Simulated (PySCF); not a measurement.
**UBLYP/def2-TZVPPD (core potential) run of triplet HI**

Aim: a single-point energy of triplet HI. 

The calculation is run with PySCF 2.14.0.

5 further runs of the same task are left out: 1 that didn't finish, 4 set aside as unsound or not needed. Runs told in other sessions of the task aren't counted.

### Step 1. Starting point

The species is HI (2 atoms), meant as a triplet with charge 0. As SMILES of the parent species, `I`. Geometry: relaxed at PBE0-D4/def2-TZVP. That shape belongs to the parent species and isn't relaxed for this state.

Bond lengths: I1–H2 1.610 Å.

### Step 2. The energy at UBLYP/def2-TZVPPD (core potential)

File input.xyz:

```xyz
2
HI
I     -0.683900     0.245800    -0.346200
H      0.683900    -0.245800     0.346200
```

File run.py:

```python
from pyscf import gto, dft

molecule = gto.Mole()
molecule.atom = 'input.xyz'
molecule.ecp = {'I': 'def2-svp'}
molecule.spin = 2
molecule.max_memory = 1860
molecule.verbose = 3
molecule.basis = 'def2-tzvppd'
molecule.build()

mf = dft.UKS(molecule, xc='blyp')
mf.grids.level = 5
mf.conv_tol = 1e-10
mf.kernel()
if not mf.converged:
    mf = mf.newton().run(mf.mo_coeff, mf.mo_occ)

energy = mf.e_tot
print(f'total energy: {energy:.8f} hartree')
```

Launch:

```console
OMP_NUM_THREADS=1 python run.py
```

What values should one expect? Wanted: total energy; dipole moment; HOMO energy; ⟨S²⟩.

Answer, from the run:

At UBLYP/def2-TZVPPD (core potential):

| quantity | value |
| --- | --- |
| total energy | -298.06979 Eh |
| dipole moment | 0.48 D |
| HOMO energy (highest over α and β) | -2.28 eV |
| ⟨S²⟩ | 2.003 |

The run may have ended on a state above the lowest.

Huber and Herzberg's tables give the ground state of this molecule as 1Σ+; the runs here treat another spin state.
